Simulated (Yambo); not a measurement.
# Al (Fm-3m) in Yambo: further runs

Runs on Al. Level: PBEsol. Tasks: optical spectrum.

All numbers are computed with Yambo 5.3.0; they aren't measurements. Logs are shortened: lines on timing, memory, paths and dates and some standing lists are left out, and cuts for length are marked.

### Step 1. The undisturbed crystal

The structure is cubic, space group Fm-3m (No. 225). The conventional cell has a = 4.050 Å, b = 4.050 Å, c = 4.050 Å, α = 90.00°, β = 90.00°, γ = 90.00°. Al (site symmetry m-3m) is surrounded by 12 Al at 2.86 Å.

### Step 2. Optical spectrum, PBEsol (volume scaled by 0.96)

The input, optics2.in:

```
optics
chi
tddft
Chimod= "ALDA"
% BndsRnXd
 1 | 17 |
%
NGsBlkXd= 4 Ry
% LongDrXd
 1 | 1 | 0 |
%
% QpntsRXd
 1 | 1 |
%
% EnRngeXd
 0 | 10 | eV
%
% DmRngeXd
 0.05 | 0.05 | eV
%
ETStpsXd= 150
FxcGRLc= 4 Ry
VXCRLvcs= 4 Ry
```

The input, scf.in:

```
&CONTROL
  calculation = 'scf'
  prefix = 'pwscf'
  outdir = './tmp'
  pseudo_dir = './pseudo'
/
&SYSTEM
  ibrav = 0
  nat = 1
  ntyp = 1
  ecutwfc = 28
  nbnd = 6
  occupations = 'smearing'
  smearing = 'fd'
  degauss = 0.00367493
  force_symmorphic = .true.
/
&ELECTRONS
  conv_thr = 2d-10
  electron_maxstep = 120
  mixing_beta = 0.5
/
ATOMIC_SPECIES
Al    26.9815 Al.upf
CELL_PARAMETERS angstrom
   0.0000000000    1.9974394157    1.9974394157
   1.9974394157    0.0000000000    1.9974394157
   1.9974394157    1.9974394157    0.0000000000
ATOMIC_POSITIONS crystal
Al     0.0000000000    0.0000000000    0.0000000000
K_POINTS automatic
16 16 16 0 0 0
```

The input, nscf.in:

```
&CONTROL
  calculation = 'nscf'
  prefix = 'pwscf'
  outdir = './tmp'
  pseudo_dir = './pseudo'
/
&SYSTEM
  ibrav = 0
  nat = 1
  ntyp = 1
  ecutwfc = 28
  nbnd = 32
  occupations = 'smearing'
  smearing = 'fd'
  degauss = 0.00367493
  force_symmorphic = .true.
/
&ELECTRONS
  conv_thr = 1d-08
  diago_full_acc = .true.
  diago_thr_init = 1d-06
/
ATOMIC_SPECIES
Al    26.9815 Al.upf
CELL_PARAMETERS angstrom
   0.0000000000    1.9974394157    1.9974394157
   1.9974394157    0.0000000000    1.9974394157
   1.9974394157    1.9974394157    0.0000000000
ATOMIC_POSITIONS crystal
Al     0.0000000000    0.0000000000    0.0000000000
K_POINTS automatic
16 16 16 0 0 0
```

Potentials or basis: PseudoDojo 0.4.1 SR PBEsol standard.

On the command line:

```bash
$ OMP_NUM_THREADS=1 pw.x -in scf.in > scf.out
$ OMP_NUM_THREADS=1 pw.x -in nscf.in > nscf.out
$ cd tmp/pwscf.save; p2y; mv SAVE ../..; cd ../..
$ OMP_NUM_THREADS=1 yambo
$ OMP_NUM_THREADS=1 yambo -F optics2.in -J optics2 -C optics2_out
```

Yambo's report:

```text
[... sections 02.01 to 02.04 as in the set-up run ...]

  [02.05] Energies & Occupations
  ==============================

  [X] === General ===
  [X] Electronic Temperature                        :  0.258606E-1   300.100    [eV K]
  [X] Bosonic    Temperature                        :  0.258606E-1   300.100    [eV K]
  [X] Finite Temperature mode                       : yes
  [X] El. density                                   :  0.18822E+24 [cm-3]
  [X] Fermi Level                                   :  8.267150 [eV]

  [X] === Gaps and Widths ===
  [X] Conduction Band Min                           :  8.267150 [eV]
  [X] Valence Band Max                              :  8.267150 [eV]
  [X] Filled Bands                                  :  1
  [X] Metallic Bands                                :  2  3
  [X] Empty Bands                                   :    4   32

  [X] === Metallic Characters ===
  [X] N of el / N of met el                         :  3.000000  0.936267
  [X] Average metallic occ.                         :  0.117033

  [WARNING] [X] Metallic system

 [03] Transferred momenta grid and indexing
 ==========================================

 IBZ Q-points                                      :  145
 BZ  Q-points                                      :   4096

 K/Q-points units:
 rlu = crystal or reduced units; cc = cartesian coordinates; iku = interal k-units

 Q [  1]        [rlu]:  0.000000  0.000000  0.000000
 Q [  2]        [rlu]:  0.81339E-19  0.81339E-19  0.62500E-01
 Q [  3]        [rlu]:  0.16268E-18  0.16268E-18  0.12500
 Q [  4]        [rlu]: -0.16482E-16 -0.26042E-17  0.18750
 Q [  5]        [rlu]:  0.32536E-18  0.32536E-18  0.25000
 Q [  6]        [rlu]:  0.35477E-18  0.35477E-18  0.31250
[... 42 lines left out ...]
 Q [ 49]        [rlu]: -0.18491E-16  0.25000      0.25000
 Q [ 50]        [rlu]: -0.20036E-16  0.25000      0.31250

 Remaining 95 points informations can be written running with -fatlog

 [WARNING] [Xd] User bands 1-17 break level degeneracy

 [04] Dipoles
 ============

  [04.01] Setup: observables and procedures
  =========================================

  [WF-Oscillators/G space/Transverse up loader] Normalization (few states)  min/max  :  0.10411E-16   1.0000

  [WR./optics2//ndb.dipoles]------------------------------------------------------
   Brillouin Zone Q/K grids (IBZ/BZ)                :    145   4096    145   4096
   RL vectors                                       :   459 [WF]
   Fragmentation                                    : yes
   Electronic Temperature                           :  300.1000 [K]
   Bosonic    Temperature                           :  300.1000 [K]
   DIP band range                                   :   1  17
   DIP band range limits                            :  3  2
   DIP e/h energy range                             : -1.000000 -1.000000 [eV]
   RL vectors in the sum                            :   459
   [r,Vnl] included                                 : yes
   Bands ordered                                    : yes
   Direct v evaluation                              : no
   Approach used                                    : G-space v
   Dipoles computed                                 : R V P [G-space]
   Wavefunctions                                    : Perdew, Burke & Ernzerhof SOL(X)+Perdew, Burke & Ernzerhof SOL(C)

  [WARNING] [r,Vnl^pseudo] included in position and velocity dipoles.

  [WARNING] In case H contains other non local terms, these are neglected

 [05] Optics
 ===========

 [xc] Functional : Perdew, Burke & Ernzerhof SOL(X)+Perdew, Burke & Ernzerhof SOL(C)
 [xc] LIBXC used to calculate xc functional
  PP Number of Atomic Species                      :  1
  NLCC RL compoments                               :  2109
 [X-CG] R(p) Tot o/o(of R):    3226   99024     100

 [WARNING] The system is a metal but Drude term not included.
```

o-optics2.eps_q1_inv_alda_dyson:

```text
# Absorption @ Q(1):  0.707106781     0.707106781      0.00000000    [q->0 direction]
#
# [ X ] Hartree size                              :  27
# [GEN] GF Energies                               : Perdew, Burke & Ernzerhof SOL(X)+Perdew, Burke & Ernzerhof SOL(C)
# [GEN] Green`s Function                          : Retarded
#
# [GEN] Gauge                                     : Length
# [GEN] [r,Vnl] included                          : yes
#
#    E[1] [eV]          Im(eps)            Re(eps)            Im(eps_o)          Re(eps_o)
#
        0.000000          -0.209506E-8        33.33842          -0.48627E-16        33.60763
        0.067114           0.207148           33.47477           0.209973           33.74582
        0.134228           0.429622           33.89353           0.435571           34.17030
        0.201342           0.686098           34.62585           0.695853           34.91282
        0.268456           1.003472           35.73115           1.018317           36.03401
        0.335570           1.425997           37.31187           1.448311           37.63850
[... 142 lines left out ...]
        9.932886           0.080131           0.147865           0.077956           0.145363
        10.00000           0.078294           0.169742           0.076342           0.167751
#
```

Wall time 19 s (1 thread of Arm Neoverse V1, shared host); peak memory 0.3 GiB.

Results:

| Item | Value |
| --- | --- |
| Band gap on the k mesh, mean-field level | none (metal or under the smearing width) |

Dielectric function (along the field direction of the input):
```csv
energy (eV),real part,imaginary part
0.27,35.73,1.00
0.74,75.01,63.46
1.28,28.67,9.30
1.74,-35.89,11.02
2.28,-1.68,3.46
2.82,-20.48,10.39
3.29,-8.14,2.20
3.83,-4.49,1.61
4.36,-1.21,0.99
4.83,-4.59,2.60
5.37,-2.31,0.37
5.84,-1.49,0.28
6.38,-0.49,0.16
6.91,-1.41,0.57
7.38,-0.64,0.09
7.92,-0.23,0.16
8.46,0.00,0.12
8.93,-0.09,0.45
9.46,0.05,0.04
10.00,0.17,0.08
```

Caveat: the LDA kernel is used on GGA states, which is inconsistent by a few percent; the intraband (Drude) term of the metal is left out; these spectra lack excitons.

### Step 3. Optical spectrum, PBEsol (volume scaled by 0.96)

The input, optics3.in:

```
optics
chi
Chimod= "IP"
% BndsRnXd
 1 | 17 |
%
% LongDrXd
 0 | 1 | 0 |
%
% QpntsRXd
 1 | 1 |
%
% EnRngeXd
 0 | 15 | eV
%
% DmRngeXd
 0.3 | 0.3 | eV
%
ETStpsXd= 200
```

scf.in is that of step 2.

nscf.in is that of step 2.

Potentials or basis: PseudoDojo 0.4.1 SR PBEsol standard.

On the command line:

```bash
$ OMP_NUM_THREADS=1 pw.x -in scf.in > scf.out
$ OMP_NUM_THREADS=1 pw.x -in nscf.in > nscf.out
$ cd tmp/pwscf.save; p2y; mv SAVE ../..; cd ../..
$ OMP_NUM_THREADS=1 yambo
$ OMP_NUM_THREADS=1 yambo -F optics3.in -J optics3 -C optics3_out
```

Yambo's report:

```text
[... sections 02.01 to 02.04 as in the set-up run ...]

  [02.05] Energies & Occupations
  ==============================

  [X] === General ===
  [X] Electronic Temperature                        :  0.258606E-1   300.100    [eV K]
  [X] Bosonic    Temperature                        :  0.258606E-1   300.100    [eV K]
  [X] Finite Temperature mode                       : yes
  [X] El. density                                   :  0.18822E+24 [cm-3]
  [X] Fermi Level                                   :  8.267150 [eV]

  [X] === Gaps and Widths ===
  [X] Conduction Band Min                           :  8.267150 [eV]
  [X] Valence Band Max                              :  8.267150 [eV]
  [X] Filled Bands                                  :  1
  [X] Metallic Bands                                :  2  3
  [X] Empty Bands                                   :    4   32

  [X] === Metallic Characters ===
  [X] N of el / N of met el                         :  3.000000  0.936267
  [X] Average metallic occ.                         :  0.117033

  [WARNING] [X] Metallic system

 [03] Transferred momenta grid and indexing
 ==========================================

 IBZ Q-points                                      :  145
 BZ  Q-points                                      :   4096

 K/Q-points units:
 rlu = crystal or reduced units; cc = cartesian coordinates; iku = interal k-units

 Q [  1]        [rlu]:  0.000000  0.000000  0.000000
 Q [  2]        [rlu]:  0.81339E-19  0.81339E-19  0.62500E-01
 Q [  3]        [rlu]:  0.16268E-18  0.16268E-18  0.12500
 Q [  4]        [rlu]: -0.16482E-16 -0.26042E-17  0.18750
 Q [  5]        [rlu]:  0.32536E-18  0.32536E-18  0.25000
 Q [  6]        [rlu]:  0.35477E-18  0.35477E-18  0.31250
[... 42 lines left out ...]
 Q [ 49]        [rlu]: -0.18491E-16  0.25000      0.25000
 Q [ 50]        [rlu]: -0.20036E-16  0.25000      0.31250

 Remaining 95 points informations can be written running with -fatlog

 [WARNING] [Xd] User bands 1-17 break level degeneracy

 [04] Dipoles
 ============

  [04.01] Setup: observables and procedures
  =========================================

  [WF-Oscillators/G space/Transverse up loader] Normalization (few states)  min/max  :  0.10411E-16   1.0000

  [WR./optics3//ndb.dipoles]------------------------------------------------------
   Brillouin Zone Q/K grids (IBZ/BZ)                :    145   4096    145   4096
   RL vectors                                       :   459 [WF]
   Fragmentation                                    : yes
   Electronic Temperature                           :  300.1000 [K]
   Bosonic    Temperature                           :  300.1000 [K]
   DIP band range                                   :   1  17
   DIP band range limits                            :  3  2
   DIP e/h energy range                             : -1.000000 -1.000000 [eV]
   RL vectors in the sum                            :   459
   [r,Vnl] included                                 : yes
   Bands ordered                                    : yes
   Direct v evaluation                              : no
   Approach used                                    : G-space v
   Dipoles computed                                 : R V P [G-space]
   Wavefunctions                                    : Perdew, Burke & Ernzerhof SOL(X)+Perdew, Burke & Ernzerhof SOL(C)

  [WARNING] [r,Vnl^pseudo] included in position and velocity dipoles.

  [WARNING] In case H contains other non local terms, these are neglected

 [05] Optics
 ===========

 [X-CG] R(p) Tot o/o(of R):    3226   99024     100

 [WARNING] The system is a metal but Drude term not included.
```

o-optics3.eps_q1_ip:

```text
# Absorption @ Q(1):   0.00000000      1.00000000      0.00000000    [q->0 direction]
#
# [ X ] Hartree size                              :  1
# [GEN] GF Energies                               : Perdew, Burke & Ernzerhof SOL(X)+Perdew, Burke & Ernzerhof SOL(C)
# [GEN] Green`s Function                          : Retarded
#
# [GEN] Gauge                                     : Length
# [GEN] [r,Vnl] included                          : yes
#
#    E[1] [eV]          Im(eps)            Re(eps)
#
        0.000000          -0.13149E-15        31.18161
        0.075377           1.137740           31.26465
        0.150754           2.344804           31.51145
        0.226131           3.698979           31.91270
        0.301508           5.295216           32.44370
        0.376884           7.252870           33.04577
[... 192 lines left out ...]
        14.92462           0.044203           0.652887
        15.00000           0.047029           0.655605
#
```

Run time: 18 s. Hardware: 1 thread of Arm Neoverse V1, shared host; peak memory 0.24 GiB.

What came out:

```
Band gap on the k mesh, mean-field level : none (metal or under the smearing width)
```

Dielectric function (along the field direction of the input):
| energy (eV) | real part | imaginary part |
| --- | --- | --- |
| 0.30 | 32.44 | 5.30 |
| 0.68 | 31.53 | 20.45 |
| 1.06 | 15.77 | 24.17 |
| 1.43 | 10.80 | 31.58 |
| 1.81 | -8.95 | 19.61 |
| 2.19 | -3.29 | 10.66 |
| 2.56 | -2.10 | 14.03 |
| 2.94 | -8.72 | 9.37 |
| 3.32 | -6.62 | 4.21 |
| 3.69 | -4.46 | 2.62 |
| 4.07 | -3.03 | 2.07 |
| 4.45 | -2.11 | 2.36 |
| 4.82 | -2.74 | 2.19 |
| 5.20 | -2.38 | 1.13 |
| 5.58 | -1.74 | 0.72 |
| 5.95 | -1.23 | 0.54 |
| 6.33 | -0.76 | 0.56 |
| 6.71 | -0.75 | 0.83 |
| 7.09 | -0.81 | 0.47 |
| 7.46 | -0.54 | 0.29 |
| 7.84 | -0.32 | 0.25 |
| 8.22 | -0.17 | 0.22 |
| 8.59 | -0.04 | 0.26 |
| 8.97 | -0.04 | 0.26 |
| 9.35 | 0.04 | 0.17 |
| 9.72 | 0.13 | 0.14 |
| 10.10 | 0.20 | 0.12 |
| 10.48 | 0.28 | 0.10 |
| 10.85 | 0.34 | 0.13 |
| 11.23 | 0.34 | 0.12 |
| 11.61 | 0.39 | 0.08 |
| 11.98 | 0.43 | 0.08 |
| 12.36 | 0.47 | 0.06 |
| 12.74 | 0.52 | 0.06 |
| 13.12 | 0.54 | 0.08 |
| 13.49 | 0.55 | 0.06 |
| 13.87 | 0.58 | 0.05 |
| 14.25 | 0.60 | 0.04 |
| 14.62 | 0.63 | 0.04 |
| 15.00 | 0.66 | 0.05 |

Caveat: the intraband (Drude) term of the metal is left out; independent-particle spectra lack excitons.

### Step 4. Optical spectrum, PBEsol (volume scaled by 0.96)

The input, optics4.in:

```
optics
chi
Chimod= "HARTREE"
% BndsRnXd
 1 | 17 |
%
NGsBlkXd= 4 Ry
% LongDrXd
 0 | 1 | 0 |
%
% QpntsRXd
 1 | 1 |
%
% EnRngeXd
 0 | 10 | eV
%
% DmRngeXd
 0.3 | 0.3 | eV
%
ETStpsXd= 150
```

scf.in is that of step 3.

nscf.in is that of step 3.

Potentials or basis: PseudoDojo 0.4.1 SR PBEsol standard.

On the command line:

```bash
$ OMP_NUM_THREADS=1 pw.x -in scf.in > scf.out
$ OMP_NUM_THREADS=1 pw.x -in nscf.in > nscf.out
$ cd tmp/pwscf.save; p2y; mv SAVE ../..; cd ../..
$ OMP_NUM_THREADS=1 yambo
$ OMP_NUM_THREADS=1 yambo -F optics4.in -J optics4 -C optics4_out
```

Yambo's report:

```text
[... sections 02.01 to 02.04 as in the set-up run ...]

  [02.05] Energies & Occupations
  ==============================

  [X] === General ===
  [X] Electronic Temperature                        :  0.258606E-1   300.100    [eV K]
  [X] Bosonic    Temperature                        :  0.258606E-1   300.100    [eV K]
  [X] Finite Temperature mode                       : yes
  [X] El. density                                   :  0.18822E+24 [cm-3]
  [X] Fermi Level                                   :  8.267150 [eV]

  [X] === Gaps and Widths ===
  [X] Conduction Band Min                           :  8.267150 [eV]
  [X] Valence Band Max                              :  8.267150 [eV]
  [X] Filled Bands                                  :  1
  [X] Metallic Bands                                :  2  3
  [X] Empty Bands                                   :    4   32

  [X] === Metallic Characters ===
  [X] N of el / N of met el                         :  3.000000  0.936267
  [X] Average metallic occ.                         :  0.117033

  [WARNING] [X] Metallic system

 [03] Transferred momenta grid and indexing
 ==========================================

 IBZ Q-points                                      :  145
 BZ  Q-points                                      :   4096

 K/Q-points units:
 rlu = crystal or reduced units; cc = cartesian coordinates; iku = interal k-units

 Q [  1]        [rlu]:  0.000000  0.000000  0.000000
 Q [  2]        [rlu]:  0.81339E-19  0.81339E-19  0.62500E-01
 Q [  3]        [rlu]:  0.16268E-18  0.16268E-18  0.12500
 Q [  4]        [rlu]: -0.16482E-16 -0.26042E-17  0.18750
 Q [  5]        [rlu]:  0.32536E-18  0.32536E-18  0.25000
 Q [  6]        [rlu]:  0.35477E-18  0.35477E-18  0.31250
[... 42 lines left out ...]
 Q [ 49]        [rlu]: -0.18491E-16  0.25000      0.25000
 Q [ 50]        [rlu]: -0.20036E-16  0.25000      0.31250

 Remaining 95 points informations can be written running with -fatlog

 [WARNING] [Xd] User bands 1-17 break level degeneracy

 [04] Dipoles
 ============

  [04.01] Setup: observables and procedures
  =========================================

  [WF-Oscillators/G space/Transverse up loader] Normalization (few states)  min/max  :  0.10411E-16   1.0000

  [WR./optics4//ndb.dipoles]------------------------------------------------------
   Brillouin Zone Q/K grids (IBZ/BZ)                :    145   4096    145   4096
   RL vectors                                       :   459 [WF]
   Fragmentation                                    : yes
   Electronic Temperature                           :  300.1000 [K]
   Bosonic    Temperature                           :  300.1000 [K]
   DIP band range                                   :   1  17
   DIP band range limits                            :  3  2
   DIP e/h energy range                             : -1.000000 -1.000000 [eV]
   RL vectors in the sum                            :   459
   [r,Vnl] included                                 : yes
   Bands ordered                                    : yes
   Direct v evaluation                              : no
   Approach used                                    : G-space v
   Dipoles computed                                 : R V P [G-space]
   Wavefunctions                                    : Perdew, Burke & Ernzerhof SOL(X)+Perdew, Burke & Ernzerhof SOL(C)

  [WARNING] [r,Vnl^pseudo] included in position and velocity dipoles.

  [WARNING] In case H contains other non local terms, these are neglected

 [05] Optics
 ===========

 [X-CG] R(p) Tot o/o(of R):    3226   99024     100

 [WARNING] The system is a metal but Drude term not included.
```

It took 19 s on 1 thread of Arm Neoverse V1, shared host; peak memory 0.3 GiB.

Results:

```
Band gap on the k mesh, mean-field level : none (metal or under the smearing width)
```

Dielectric function (along the field direction of the input):
| energy (eV) | real part | imaginary part |
| --- | --- | --- |
| 0.27 | 31.37 | 4.41 |
| 0.47 | 32.84 | 10.03 |
| 0.74 | 28.52 | 22.58 |
| 1.01 | 16.22 | 24.40 |
| 1.21 | 14.82 | 23.03 |
| 1.48 | 7.94 | 31.77 |
| 1.74 | -8.25 | 22.92 |
| 2.01 | -6.14 | 12.15 |
| 2.21 | -2.90 | 10.10 |
| 2.48 | -0.73 | 12.04 |
| 2.75 | -5.81 | 13.46 |
| 2.95 | -8.35 | 9.37 |
| 3.22 | -7.20 | 5.08 |
| 3.49 | -5.44 | 3.28 |
| 3.76 | -4.09 | 2.48 |
| 3.96 | -3.34 | 2.15 |
| 4.23 | -2.46 | 1.97 |
| 4.50 | -1.94 | 2.34 |
| 4.70 | -2.28 | 2.55 |
| 4.97 | -2.66 | 1.85 |
| 5.23 | -2.30 | 1.13 |
| 5.50 | -1.83 | 0.79 |
| 5.70 | -1.53 | 0.65 |
| 5.97 | -1.19 | 0.54 |
| 6.24 | -0.85 | 0.51 |
| 6.44 | -0.63 | 0.60 |
| 6.71 | -0.64 | 0.83 |
| 6.98 | -0.83 | 0.65 |
| 7.25 | -0.69 | 0.39 |
| 7.45 | -0.54 | 0.30 |
| 7.72 | -0.37 | 0.26 |
| 7.99 | -0.25 | 0.24 |
| 8.19 | -0.17 | 0.23 |
| 8.46 | -0.06 | 0.23 |
| 8.72 | 0.00 | 0.27 |
| 8.99 | -0.02 | 0.27 |
| 9.19 | 0.00 | 0.21 |
| 9.46 | 0.08 | 0.16 |
| 9.73 | 0.14 | 0.15 |
| 10.00 | 0.19 | 0.13 |

Caveat: the intraband (Drude) term of the metal is left out; these spectra lack excitons.

(Part 1 of 2 ends here.)
